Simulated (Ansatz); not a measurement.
2 structures of Ti3Sn, a ranking of polymorphs by energy

Program: the Ansatz DFT code, driven from Python.

Run as a notebook:

```python
import warnings

import ansatz as az
import numpy as np
import spglib
```

```python
def compute(name, crystal):
    calc = (
        crystal.calculation()
        .functional('PBEsol')
        .scf(max_iterations=200, lower_state_search='standard')
        .basis(18 * az.Ha)
        .accuracy('medium')
        .kpoints(spacing=0.26)
        .occupations('cold', width=0.05)
        .stress()
        .band_table()
    )
    calc = calc.relax(force_tolerance=0.01, max_steps=60, fix_cell=['shape'])
    return calc.run(threads=1)
```

```python
def space_group(outcome):
    sites = outcome.report['lattice']['sites']
    kinds = sorted({site['symbol'] for site in sites})
    cell = (outcome.lattice.cell_ang, [site['position_frac'] for site in sites], [kinds.index(site['symbol']) for site in sites])
    return spglib.get_spacegroup(cell, symprec=0.01)
```

```python
def volume_per_atom(outcome):
    return abs(np.linalg.det(outcome.lattice.cell_ang)) / len(outcome.lattice.sites)
```

```python
warnings.simplefilter('ignore', az.DeckWarning)
```

```python
phases = {}
fm_3m = (
    az.Lattice.from_parameters(4.674259, 4.674259, 4.674259, alpha=60.0, beta=60.0, gamma=60.0)
    .atom('Ti', (0.75, 0.75, 0.75))
    .atom('Ti', (0.25, 0.25, 0.25))
    .atom('Ti', (0.0, 0.0, 0.0))
    .atom('Sn', (0.5, 0.5, 0.5))
)
phases['Fm-3m'] = fm_3m
pm_3m = (
    az.Lattice.of((4.156929, 0.0, 0.0), (0.0, 4.156929, 0.0), (0.0, 0.0, 4.156929))
    .atom('Ti', (0.5, 0.5, 0.0))
    .atom('Ti', (0.5, 0.0, 0.5))
    .atom('Ti', (0.0, 0.5, 0.5))
    .atom('Sn', (0.0, 0.0, 0.0))
)
phases['Pm-3m'] = pm_3m
```

```python
done = {}
for name, crystal in phases.items():
    done[name] = compute(name, crystal)
    print(f'{name}: {done[name].report["energy_sigma0_ev"]:.4f} eV, {len(done[name].lattice.sites)} atoms')
```

    Fm-3m: -13372.3452 eV, 4 atoms
    Pm-3m: -13372.7205 eV, 4 atoms

```python
energy = {name: o.report['energy_sigma0_ev'] / len(o.lattice.sites) for name, o in done.items()}
lowest = min(energy.values())
rows = [(name, len(o.lattice.sites), 1000 * (energy[name] - lowest), space_group(o), volume_per_atom(o)) for name, o in done.items()]
rows.sort(key=lambda row: row[2])
print('     phase       atoms  dE (meV/atom)  space group  V (A^3/atom)')
for row in rows:
    print(f'{str(row[0]):>10}  {row[1]:10d}  {row[2]:13.1f}  {str(row[3]):>11}  {row[4]:12.3f}')
print('lowest in energy:', rows[0][0])
```

         phase       atoms  dE (meV/atom)  space group  V (A^3/atom)
         Pm-3m           4            0.0  Pm-3m (221)        17.379
         Fm-3m           4           93.8  Fm-3m (225)        17.238
    lowest in energy: Pm-3m

By space group at the end of each run: Pm-3m (+0 meV an atom, 17.4 Å³) and Fm-3m (+94 meV an atom, 17.2 Å³).

These settings explore the input space; cutoff and mesh may be short of convergence. For the metals among these phases the mesh is modest: differences between phases can be off by up to 40 meV an atom. Atoms and volume are relaxed with the cell's shape held, which in cells of lower than cubic symmetry can hide stresses and shift volumes. The cells come from databases of deposited and of computed structures, and not all need be stable phases. The ranking holds among these structures alone, at zero temperature; the ground state may be another structure. Differences under about 40 meV an atom lie within the error of mesh and functional. The script silences the warnings on its input, which a real study should read. Finished in 32 s on 1 thread of Arm Neoverse V2 (shared host), peak memory 0.48 GiB.
